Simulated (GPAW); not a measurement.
GaSb3:

```xyz
4
Lattice="0.0000 3.7306 3.7306 3.7306 0.0000 3.7306 3.7306 3.7306 0.0000" Properties=species:S:1:pos:R:3 pbc="T T T"
Sb    3.7306    3.7306    3.7306
Sb    5.5959    5.5959    5.5959
Sb    1.8653    1.8653    1.8653
Ga    0.0000    0.0000    0.0000
```

The cell comes from a database or a generator and needn't be the stable form of this composition.

```yaml
Program: GPAW 26.7.0
Task: relaxation of cell and atoms
Functional: PBEsol
Potentials_or_basis: PAW data sets generated in the run's folder for this functional
Cutoff: 600 eV
Basis: pw
k_mesh: 6 × 6 × 6
Occupations: fermi-dirac, width 0.05 eV
Spin: no spin polarisation
```

At the start: pressure -3.8 GPa; volume 25.96 Å³/atom.

**Question.** How do energy, volume and symmetry change on relaxing?

**Answer.** Over 4 steps the energy falls by 23.9 meV/atom and the volume is 24.12 Å³/atom (-7.1 %); space group Fm-3m (No. 225, to 0.05 Å).

The path:
```
step  energy change (eV)  largest force (eV/Å)  pressure (GPa)  volume (Å³)
   1              0.0000                0.0000           -3.76       103.84
   2             -0.0151                0.0000           -3.49       103.16
   3             -0.0942                0.0000            0.56        95.51
   4             -0.0955                0.0000           -0.08        96.47
```

Final structure:
```xyz
4
Lattice="0.0000 3.6401 3.6401 3.6401 0.0000 3.6401 3.6401 3.6401 0.0000" Properties=species:S:1:pos:R:3 pbc="T T T"
Sb    3.6401    3.6401    3.6401
Sb    5.4602    5.4602    5.4602
Sb    1.8201    1.8201    1.8201
Ga    0.0000    0.0000    0.0000
```

Caveat: later steps reuse the first step's grids.
